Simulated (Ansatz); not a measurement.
# BH4NOS (SMILES NB(O)S): one structure at several levels

An exercise on one series of results from a longer session: the logs are not shown, and one member is left open.

The runs use Ansatz 0.2.0, Gaussian basis; single points in def2-TZVPP.

Cores are frozen in the correlated methods.

## The system as given

SMILES `NB(O)S`, 8 atoms, charge 0, spin multiplicity 1.

Atoms are counted from 1 here; the program's logs count them from 0.

Bond lengths: N1–B2 1.337 Å, N1–H5 0.997 Å, N1–H6 1.055 Å, B2–O3 1.352 Å, B2–S4 1.871 Å, O3–H7 0.964 Å, S4–H8 1.324 Å. Angles: B2–N1–H5 128.0°, B2–N1–H6 124.1°, H5–N1–H6 107.9°, N1–B2–O3 121.3°, N1–B2–S4 121.1°, O3–B2–S4 117.7°, B2–O3–H7 121.4°, B2–S4–H8 97.5°.

Coordinates:

```
atom    x (Å)    y (Å)    z (Å)
  N1   0.3498   1.0349   0.2392
  B2   0.1243  -0.2784   0.1252
  O3   0.8005  -1.1742   0.8784
  S4  -1.1182  -0.9417  -1.1066
  H5  -0.0777   1.7784  -0.2697
  H6   1.0444   1.4593   0.9106
  H7   0.6192  -2.1196   0.8186
  H8  -1.5536   0.2237  -1.5591
```

Set-up of the first run:

Contents of run/in.yaml:

```yaml
crystal:
  periodic: [false, false, false]
  atoms:
    - {symbol: N, position_ang: [0.349800, 1.034900, 0.239200]}
    - {symbol: B, position_ang: [0.124300, -0.278400, 0.125200]}
    - {symbol: O, position_ang: [0.800500, -1.174200, 0.878400]}
    - {symbol: S, position_ang: [-1.118200, -0.941700, -1.106600]}
    - {symbol: H, position_ang: [-0.077700, 1.778400, -0.269700]}
    - {symbol: H, position_ang: [1.044400, 1.459300, 0.910600]}
    - {symbol: H, position_ang: [0.619200, -2.119600, 0.818600]}
    - {symbol: H, position_ang: [-1.553600, 0.223700, -1.559100]}
basis:
  gaussian: {orbitals: def2-TZVPP}
correlation: {method: ccsd_t}
output: {forces: true}
```

No record of the launch command was kept for these runs.

Among the steps run: CCSD(T)/def2-TZVPP; PBE0-D4/def2-TZVPP; wB97M-V/def2-TZVPP; r2SCAN-D4/def2-TZVPP; PBE-D4/def2-TZVPP; r2SCANh-D4/def2-TZVPP; LC-wPBE/def2-TZVPP.

One table of the session follows, with a row left open; its other results are not shown here.

```
    method  RMS force component (eV/Å)  angle to CCSD(T) forces (°)  dipole (D)
   CCSD(T)                       1.402                    reference        1.67
   PBE0-D4                       1.316                          4.0        1.72
   wB97M-V                       1.335                          2.3        1.69
 r2SCAN-D4                       1.313                          2.7        1.74
    PBE-D4                       1.303                          8.0        1.69
r2SCANh-D4                           ?                            ?           ?
   LC-wPBE                       1.340                          4.2        1.77
```

Q: Estimate the row for r2SCANh-D4 from the others.

**Answer.** RMS force component (eV/Å): 1.320; angle to CCSD(T) forces (°): 4.0; dipole (D): 1.74. In the column «RMS force component (eV/Å)» it lies between PBE0-D4 (1.316) and wB97M-V (1.335).
